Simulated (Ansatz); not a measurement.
**MnCl3 (ReO3 type): a single-point run**

Wanted: a converged single-point run for MnCl3 (ReO3 type), and a check of what comes out. The structure is shown as the input types it.

Computed with Ansatz 0.2.0 (DFT PBEsol, scalar-relativistic, plane waves, PAW, unless a step's input says otherwise).

**1. Starting point**

Symmetry: Pm-3m, No. 221, cubic system. Conventional cell: a = 4.663 Å, b = 4.663 Å, c = 4.663 Å, α = 90.00°, β = 90.00°, γ = 90.00°. Mn (site symmetry m-3m) is surrounded by 6 Cl at 2.33 Å. Around Cl (site symmetry 4/mmm) lie 2 Mn at 2.33 Å.

Structure file:

```cif
data_structure
_symmetry_space_group_name_H-M 'Pm-3m'
_symmetry_Int_Tables_number 221
_cell_length_a 4.6629
_cell_length_b 4.6629
_cell_length_c 4.6629
_cell_angle_alpha 90.000
_cell_angle_beta 90.000
_cell_angle_gamma 90.000
_cell_volume 101.38
loop_
_atom_site_label
_atom_site_type_symbol
_atom_site_symmetry_multiplicity
_atom_site_Wyckoff_symbol
_atom_site_fract_x
_atom_site_fract_y
_atom_site_fract_z
_atom_site_occupancy
Mn1 Mn 1 a 0.00000 0.00000 0.00000 1
Cl1 Cl 3 d 0.50000 0.00000 0.00000 1
```

**2. The calculation**

input.yaml reads:

```yaml
crystal:
  lattice:
    - [4.6628782148, 0.0, 0.0]
    - [0.0, 4.6628782148, 0.0]
    - [0.0, 0.0, 4.6628782148]
  atoms:
    - { symbol: Mn, position: [0.0, 0.0, 0.0], spin: 4.0 }
    - { symbol: Cl, position: [0.5, 0.0, 0.0] }
    - { symbol: Cl, position: [0.0, 0.0, 0.5] }
    - { symbol: Cl, position: [0.0, 0.5, 0.0] }
basis:
  ecutwfc: 420
  ecutrho_ratio: 4
kpoints:
  mp_grid: { grid: [6, 6, 6] }
hamiltonian:
  xc: pbesol
scf:
  occupations: { method: gaussian, width: 0.05 }
  mixing: { algorithm: anderson, beta: 0.005, ndim: 1 }
  max_iter: 60
output:
  forces: true
  stress: true
magnetization:
  spin_polarized: true
```

Command:

```console
> ansatz run input.yaml --threads 4 --pin off --max-ram 4096MiB --backend cpu --events-out ev --progress --plain --runs-dir out
```

What happens when this is run?

The program finished normally, with warnings (stability check not made). That alone doesn't make the input a sound one.

Look at the input: scf.mixing.algorithm is anderson; scf.mixing.beta is 0.005; scf.mixing.ndim is 1. The risk: mixing too weak. The residual crept for many cycles and then fell at once, which so weak a step can't do by itself: the program changed its mixing. Several mixing settings were changed at once, so this run can't tell how much each is to blame.

To check: delete scf.mixing.algorithm, scf.mixing.beta and scf.mixing.ndim (the default then holds).
